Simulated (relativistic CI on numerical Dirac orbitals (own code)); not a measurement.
# Ions of cobalt: ground levels and radial parameters

Aim: one configuration for each member; how do the lowest level, the moment, the spin-orbit parameter and the size of the open shell change?

The numbers are computed with relativistic CI on numerical Dirac orbitals (own code) version 3 (Dirac-Coulomb-Breit CI, KLI orbitals optimised for each configuration, model QED (radiative potential, 1s self-energy scaled to tabulated hydrogen-like ionisation energies), valence Slater integrals scaled by 0.9), except any that are marked as measured or tabulated.

## 1. The system

| Item | Value |
| --- | --- |
| members | Co [Ar] 3d7 4s2, Co⁺ [Ar] 3d8, Co²⁺ [Ar] 3d7, Co³⁺ [Ar] 3d6, Co⁴⁺ [Ar] 3d5, Co⁵⁺ [Ar] 3d4, Co⁶⁺ [Ar] 3d3, Co⁷⁺ [Ar] 3d2 |
| Slater scale | 0.9 |

## 2. Co, [Ar] 3d7 4s2

The run's settings:

```ini
atom Co  Z=27  charge=0  electrons=27
nucleus A=59  rms_radius_fm=3.7875
hamiltonian dirac-coulomb  breit=on  qed=on  c_scale=1
orbitals kli  potential=per-configuration
slater_scale 0.9
correlation none
mixing on
configurations
  [Ar] 3d7 4s2
end
```

The run is started by

```sh
python run_levels.py task.json out
```

task.json lists these runs, among others, and the program works through them in turn.

## 3. Co⁺, [Ar] 3d8

Settings: those of step 2 with these lines changed.

```diff
@@ -1,2 +1,2 @@
-atom Co  Z=27  charge=0  electrons=27
+atom Co  Z=27  charge=1  electrons=26
 nucleus A=59  rms_radius_fm=3.7875
@@ -8,3 +8,3 @@
 configurations
-  [Ar] 3d7 4s2
+  [Ar] 3d8
 end
```

## 4. Co²⁺, [Ar] 3d7

Settings: those of step 3 with these lines changed.

```diff
@@ -1,2 +1,2 @@
-atom Co  Z=27  charge=1  electrons=26
+atom Co  Z=27  charge=2  electrons=25
 nucleus A=59  rms_radius_fm=3.7875
@@ -8,3 +8,3 @@
 configurations
-  [Ar] 3d8
+  [Ar] 3d7
 end
```

## 5. Co³⁺, [Ar] 3d6

Settings: those of step 4 with these lines changed.

```diff
@@ -1,2 +1,2 @@
-atom Co  Z=27  charge=2  electrons=25
+atom Co  Z=27  charge=3  electrons=24
 nucleus A=59  rms_radius_fm=3.7875
@@ -8,3 +8,3 @@
 configurations
-  [Ar] 3d7
+  [Ar] 3d6
 end
```

## 6. Co⁴⁺, [Ar] 3d5

Settings: those of step 5 with these lines changed.

```diff
@@ -1,2 +1,2 @@
-atom Co  Z=27  charge=3  electrons=24
+atom Co  Z=27  charge=4  electrons=23
 nucleus A=59  rms_radius_fm=3.7875
@@ -8,3 +8,3 @@
 configurations
-  [Ar] 3d6
+  [Ar] 3d5
 end
```

## 7. Co⁵⁺, [Ar] 3d4

Settings: those of step 6 with these lines changed.

```diff
@@ -1,2 +1,2 @@
-atom Co  Z=27  charge=4  electrons=23
+atom Co  Z=27  charge=5  electrons=22
 nucleus A=59  rms_radius_fm=3.7875
@@ -8,3 +8,3 @@
 configurations
-  [Ar] 3d5
+  [Ar] 3d4
 end
```

## 8. Co⁶⁺, [Ar] 3d3

Settings: those of step 7 with these lines changed.

```diff
@@ -1,2 +1,2 @@
-atom Co  Z=27  charge=5  electrons=22
+atom Co  Z=27  charge=6  electrons=21
 nucleus A=59  rms_radius_fm=3.7875
@@ -8,3 +8,3 @@
 configurations
-  [Ar] 3d4
+  [Ar] 3d3
 end
```

## 9. Co⁷⁺, [Ar] 3d2

Settings: those of step 8 with these lines changed.

```diff
@@ -1,2 +1,2 @@
-atom Co  Z=27  charge=6  electrons=21
+atom Co  Z=27  charge=7  electrons=20
 nucleus A=59  rms_radius_fm=3.7875
@@ -8,3 +8,3 @@
 configurations
-  [Ar] 3d3
+  [Ar] 3d2
 end
```

(Steps that only read results are left out.)

Before running it: what results should come out? Wanted: lowest levels; largest moment; ζ, first and last; <r>, first and last.

As calculated:

| quantity | value |
| --- | --- |
| lowest levels | Co 4F9/2, Co⁺ 3F4, Co²⁺ 4F9/2, Co³⁺ 5D4, Co⁴⁺ 6S5/2, Co⁵⁺ 5D0, Co⁶⁺ 4F3/2, Co⁷⁺ 3F2 |
| largest moment | 6.71 μB (Co³⁺) |
| ζ, first and last | 3d 507, 3d 870 cm⁻¹ |
| <r>, first and last | 3d 1.05, 3d 0.753 bohr |

In words: The largest moment belongs to Co³⁺. All lowest levels keep an LS purity of 70 % or more.
